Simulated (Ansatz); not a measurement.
# C₃H₄BFO₃: one species, many methods

One table from this session's results is given with a row withheld; the runs are named, their logs left out.

Method: functionals in def2-TZVPP, the program's frozen cores in correlated methods; program: Ansatz 0.2.0, Gaussian basis.

The runs, in order: LDA (SPW92), PBE-D4, revPBE-D4, BLYP-D4, r2SCAN-D4, B97M-V, PBE0-D4, B3LYP-D4, r2SCANh-D4, r2SCAN0-D4, HSE06-D4, BHLYP-D4, CAM-B3LYP-D4, LC-ωPBE, ωB97X-V, ωB97M-V, B2PLYP, PBE-QIDH; CCSD(T)/def2-SVP; MP2/def2-TZVPP; MP2/def2-QZVPP; RPA on PBE.

**Structure used throughout**

All runs share one geometry, relaxed beforehand with PBE0-D4 in a triple-zeta def2 set.

SMILES `O[B-]1(F)OC=CC=[O+]1`, 12 atoms, charge 0, spin multiplicity 1.

Atoms are counted from 1 here; the program's logs count them from 0.

Bond lengths: O1–B2 1.385 Å, O1–H9 0.957 Å, B2–F3 1.360 Å, B2–O4 1.548 Å, B2–O8 1.548 Å, O4–C5 1.269 Å, C5–C6 1.384 Å, C5–H10 1.091 Å, C6–C7 1.384 Å, C6–H11 1.079 Å, C7–O8 1.269 Å, C7–H12 1.091 Å. Angles: B2–O1–H9 114.2°, O1–B2–F3 114.5°, O1–B2–O4 111.4°, O1–B2–O8 111.4°, F3–B2–O4 106.8°, F3–B2–O8 106.8°, O4–B2–O8 105.4°, B2–O4–C5 121.6°, O4–C5–C6 123.8°, O4–C5–H10 115.3°, C6–C5–H10 120.8°, C5–C6–C7 116.7°, C5–C6–H11 121.4°, C7–C6–H11 121.4°, C6–C7–O8 123.8°, C6–C7–H12 120.8°, O8–C7–H12 115.3°, B2–O8–C7 121.6°.

The first run:

in.yaml reads:

```yaml
crystal:
  periodic: [false, false, false]
  atoms:
    - {symbol: O, position_ang: [-0.611266, 0.527255, 2.395067]}
    - {symbol: B, position_ang: [0.199980, 0.255560, 1.306370]}
    - {symbol: F, position_ang: [1.530504, 0.239237, 1.585769]}
    - {symbol: O, position_ang: [-0.006008, 1.291928, 0.174739]}
    - {symbol: C, position_ang: [0.125306, 0.975991, -1.047418]}
    - {symbol: C, position_ang: [0.214067, -0.328768, -1.501293]}
    - {symbol: C, position_ang: [-0.003576, -1.328142, -0.568507]}
    - {symbol: O, position_ang: [-0.140835, -1.116480, 0.675337]}
    - {symbol: H, position_ang: [-1.546626, 0.536965, 2.194007]}
    - {symbol: H, position_ang: [0.117661, 1.812240, -1.748581]}
    - {symbol: H, position_ang: [0.314289, -0.552743, -2.551873]}
    - {symbol: H, position_ang: [-0.116496, -2.368042, -0.879715]}
basis:
  gaussian: {orbitals: def2-TZVPP}
hamiltonian: {xc: lda}
output: {orbitals: {seedname: orbitals}}
```

Command:

```
ansatz run in.yaml --threads 4 --pin off --events-out ev --progress --plain --max-ram 11315MiB
```

Steps of the session up to this table: LDA; PBE-D4 (GGA); revPBE-D4 (GGA); BLYP-D4 (GGA); r2SCAN-D4 (meta-GGA); B97M-V (meta-GGA); B3LYP-D4 (hybrid); r2SCANh-D4 (hybrid); r2SCAN0-D4 (hybrid); HSE06-D4 (hybrid); BHLYP-D4 (hybrid); CAM-B3LYP-D4 (range-separated); LC-ωPBE (range-separated); ωB97X-V (range-separated); ωB97M-V (range-separated); B2PLYP (double hybrid); PBE-QIDH (double hybrid).

One of the session's tables, all rows but one given; the rest of the session is left out.

It belongs to the step «Orbital energies across the functionals». 

| functional | HOMO (eV) | LUMO (eV) | gap (eV) |
| --- | --- | --- | --- |
| LDA (SPW92) | ? | ? | ? |
| PBE-D4 | -6.91 | -3.49 | 3.42 |
| revPBE-D4 | -6.83 | -3.39 | 3.44 |
| BLYP-D4 | -6.80 | -3.37 | 3.43 |
| r2SCAN-D4 | -7.18 | -3.38 | 3.80 |
| B97M-V | -7.19 | -3.29 | 3.90 |
| PBE0-D4 | -8.11 | -2.61 | 5.50 |
| B3LYP-D4 | -7.91 | -2.84 | 5.07 |
| r2SCANh-D4 | -7.62 | -3.05 | 4.58 |
| r2SCAN0-D4 | -8.28 | -2.54 | 5.74 |
| HSE06-D4 | -7.71 | -2.99 | 4.72 |
| BHLYP-D4 | -9.15 | -1.58 | 7.57 |
| CAM-B3LYP-D4 | -9.41 | -1.51 | 7.90 |
| LC-ωPBE | -10.66 | -0.37 | 10.29 |
| ωB97X-V | -10.33 | -0.39 | 9.94 |
| ωB97M-V | -10.25 | -0.45 | 9.80 |

Q: Estimate the row for LDA (SPW92) from the others.

**Answer.** HOMO (eV): -7.12; LUMO (eV): -3.77; gap (eV): 3.35. In the column «HOMO (eV)» it lies between r2SCAN-D4 (-7.18) and PBE-D4 (-6.91).
